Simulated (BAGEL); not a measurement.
# HF/cc-pVDZ (density fitting with qzvpp-jkfit) run of Si2NH5O (SMILES N1[SiH2]O[SiH2]1)

What is the energy change on altering one bond length of Si2NH5O at HF/cc-pVDZ (density fitting with qzvpp-jkfit)? 

Program for the calculation: BAGEL 1.2.2.

16 further runs of the same task are left out: 16 set aside as unsound or not needed.

### 1 Starting point

The species is Si2NH5O (9 atoms), meant as a singlet with charge 0. SMILES: `N1[SiH2]O[SiH2]1`. The coordinates come from a GFN2-xTB relaxation.

Bond lengths: N1–Si2 1.742 Å, Si2–O3 1.663 Å, N1–Si4 1.743 Å, O3–Si4 1.663 Å, N1–H5 1.003 Å, Si2–H6 1.452 Å, Si2–H7 1.454 Å, Si4–H8 1.453 Å, Si4–H9 1.452 Å. Some angles: N1–Si2–O3 85.7°, Si2–N1–Si4 91.4°, Si2–O3–Si4 97.2°, N1–Si4–O3 85.7°, N1–Si2–H6 114.5°, N1–Si2–H7 114.5°, O3–Si2–H6 110.3°, O3–Si2–H7 110.2°, Si2–N1–H5 134.2°, Si4–N1–H5 134.4°.

### 2 A single-point energy at HF/cc-pVDZ (density fitting with qzvpp-jkfit)

File job.json:

```json
{ "bagel": [

{
  "title": "molecule",
  "basis": "cc-pvdz.json",
  "df_basis": "qzvpp-jkfit",
  "angstrom": "true",
  "geometry": [
    { "atom": "N", "xyz": [      -0.733740,       0.378460,      -0.561130 ] },
    { "atom": "Si", "xyz": [       0.954270,       0.754990,      -0.350250 ] },
    { "atom": "O", "xyz": [       0.966010,      -0.491250,       0.750680 ] },
    { "atom": "Si", "xyz": [      -0.634030,      -0.918540,       0.598540 ] },
    { "atom": "H", "xyz": [      -1.468020,       0.754270,      -1.131390 ] },
    { "atom": "H", "xyz": [       1.211230,       2.018980,       0.317440 ] },
    { "atom": "H", "xyz": [       1.791800,       0.423750,      -1.491200 ] },
    { "atom": "H", "xyz": [      -0.745980,      -2.248940,       0.024760 ] },
    { "atom": "H", "xyz": [      -1.341540,      -0.671720,       1.842540 ] }
  ]
},

{
  "title": "hf"
},

{
  "title": "print",
  "file": "orbitals.molden",
  "orbitals": "true"
}

]}
```

The basis set cc-pVDZ is read from a file made from the Basis Set Exchange's data (not shown).

The run is started by

```
$ BAGEL_NUM_THREADS=1 BAGEL job.json > job.out
```

The program printed:

```text
* using 1 threads per process

  ===============================================================
  ===============================================================

  *** Geometry ***

  { "atom" : "N", "xyz" : [     -1.386568,      0.715186,     -1.060382 ] },
  { "atom" : "Si", "xyz" : [      1.803309,      1.426724,     -0.661877 ] },
  { "atom" : "O", "xyz" : [      1.825494,     -0.928328,      1.418580 ] },
  { "atom" : "Si", "xyz" : [     -1.198143,     -1.735789,      1.131077 ] },
  { "atom" : "H", "xyz" : [     -2.774156,      1.425364,     -2.138017 ] },
  { "atom" : "H", "xyz" : [      2.288893,      3.815319,      0.599875 ] },
  { "atom" : "H", "xyz" : [      3.386011,      0.800771,     -2.817960 ] },
  { "atom" : "H", "xyz" : [     -1.409698,     -4.249881,      0.046790 ] },
  { "atom" : "H", "xyz" : [     -2.535143,     -1.269367,      3.481896 ] },

  Number of auxiliary basis functions:      500

  Since a DF basis is specified, we compute 2- and 3-index integrals:
    o Being stored without compression. Storage requirement is 0.032 GB

  Number of basis functions:       89
  Number of electrons      :       48

    * METHOD: MOLECULE                             0.21

  *** RHF ***

  === Nuclear Repulsion ===
   238.5595041495

      * DIIS with orbital gradients will be used.

  === RHF iteration (cc-pvdz.json) ===
      0       -709.82315213          0.01913563           0.05
      1       -710.04256238          0.01366788           0.05
      2       -710.17902868          0.00136077           0.05
      3       -710.18060207          0.00046838           0.05
      4       -710.18076926          0.00011118           0.05
      5       -710.18077985          0.00002243           0.05
      6       -710.18078027          0.00000632           0.05
      7       -710.18078032          0.00000102           0.05
      8       -710.18078032          0.00000037           0.05
      9       -710.18078032          0.00000013           0.05
     10       -710.18078032          0.00000003           0.05
     11       -710.18078032          0.00000001           0.05
     12       -710.18078032          0.00000000           0.05
    * SCF iteration converged.

    * Permanent dipole moment:
           (    0.632159,    -0.321395,     0.491489) a.u.

    * METHOD: HF                                   0.81

    * METHOD: PRINT                                0.01

  ===============================================================
```

Run time: 1.4 s. Hardware: 1 thread of AMD EPYC 9R45 (Zen 5), shared host; peak memory 0.13 GiB.

### 3 The distorted shape

File hf.json:

```json
{ "bagel": [

{
  "title": "molecule",
  "basis": "cc-pvdz.json",
  "df_basis": "qzvpp-jkfit",
  "angstrom": true,
  "geometry": [
    { "atom": "N", "xyz": [      -0.513480,       0.265729,      -0.390071 ] },
    { "atom": "Si", "xyz": [       1.174530,       0.642259,      -0.179191 ] },
    { "atom": "O", "xyz": [       1.186270,      -0.603981,       0.921739 ] },
    { "atom": "Si", "xyz": [      -0.413770,      -1.031271,       0.769599 ] },
    { "atom": "H", "xyz": [      -1.468020,       0.754270,      -1.131390 ] },
    { "atom": "H", "xyz": [       1.431490,       1.906249,       0.488499 ] },
    { "atom": "H", "xyz": [       2.012060,       0.311019,      -1.320141 ] },
    { "atom": "H", "xyz": [      -0.525720,      -2.361671,       0.195819 ] },
    { "atom": "H", "xyz": [      -1.121280,      -0.784451,       2.013599 ] }
  ]
},

{ "title": "hf" },

{ "title": "print", "file": "orbitals.molden", "orbitals": true }

]}
```

The basis set cc-pVDZ is read from a file made from the Basis Set Exchange's data (not shown).

The run is started by

```
$ BAGEL_NUM_THREADS=1 BAGEL hf.json > hf.out
```

The program printed:

```text
* using 1 threads per process

  ===============================================================
  ===============================================================

  *** Geometry ***

  { "atom" : "N", "xyz" : [     -0.970337,      0.502155,     -0.737127 ] },
  { "atom" : "Si", "xyz" : [      2.219540,      1.213694,     -0.338622 ] },
  { "atom" : "O", "xyz" : [      2.241725,     -1.141359,      1.741834 ] },
  { "atom" : "Si", "xyz" : [     -0.781912,     -1.948820,      1.454331 ] },
  { "atom" : "H", "xyz" : [     -2.774156,      1.425364,     -2.138017 ] },
  { "atom" : "H", "xyz" : [      2.705124,      3.602289,      0.923129 ] },
  { "atom" : "H", "xyz" : [      3.802242,      0.587741,     -2.494705 ] },
  { "atom" : "H", "xyz" : [     -0.993467,     -4.462911,      0.370044 ] },
  { "atom" : "H", "xyz" : [     -2.118912,     -1.482398,      3.805151 ] },

  Number of auxiliary basis functions:      500

  Since a DF basis is specified, we compute 2- and 3-index integrals:
    o Being stored without compression. Storage requirement is 0.032 GB

  Number of basis functions:       89
  Number of electrons      :       48

    * METHOD: MOLECULE                             0.22

  *** RHF ***

  === Nuclear Repulsion ===
   237.0107815420

      * DIIS with orbital gradients will be used.

  === RHF iteration (cc-pvdz.json) ===
      0       -709.75782970          0.01930345           0.05
      1       -709.96341984          0.01474028           0.05
      2       -710.12842549          0.00139820           0.05
      3       -710.13038488          0.00033199           0.05
      4       -710.13046019          0.00012610           0.05
      5       -710.13047503          0.00003721           0.05
      6       -710.13047624          0.00000924           0.05
      7       -710.13047637          0.00000193           0.05
      8       -710.13047638          0.00000042           0.05
      9       -710.13047638          0.00000018           0.05
     10       -710.13047638          0.00000004           0.05
     11       -710.13047638          0.00000001           0.05
    * SCF iteration converged.

    * Permanent dipole moment:
           (    0.662840,    -0.337133,     0.515474) a.u.

    * METHOD: HF                                   0.70

    * METHOD: PRINT                                0.01

  ===============================================================
```

Wall time 1.1 s (1 thread of AMD EPYC 9R45 (Zen 5), shared host); peak memory 0.13 GiB.

### 4 Results

Level: HF/cc-pVDZ (density fitting with qzvpp-jkfit).

```
                                                         quantity          value
                                        first shape: total energy  -710.18078 Eh
                                       first shape: dipole moment         2.19 D
                                         first shape: HOMO energy      -10.66 eV
                                         first shape: LUMO energy        3.22 eV
                                       first shape: HOMO–LUMO gap       13.87 eV
                                    distorted shape: total energy  -710.13048 Eh
                                   distorted shape: dipole moment         2.30 D
                                     distorted shape: HOMO energy      -10.57 eV
                                     distorted shape: LUMO energy        3.32 eV
                                   distorted shape: HOMO–LUMO gap       13.89 eV
energy change with the N1–H5 bond stretched from 1.003 to 1.304 Å       1.369 eV
```

What this shows: With the N1–H5 bond stretched from 1.003 to 1.304 Å the energy rises by 1.37 eV (132 kJ/mol). The first shape isn't relaxed at this level, so the change isn't measured from a minimum.
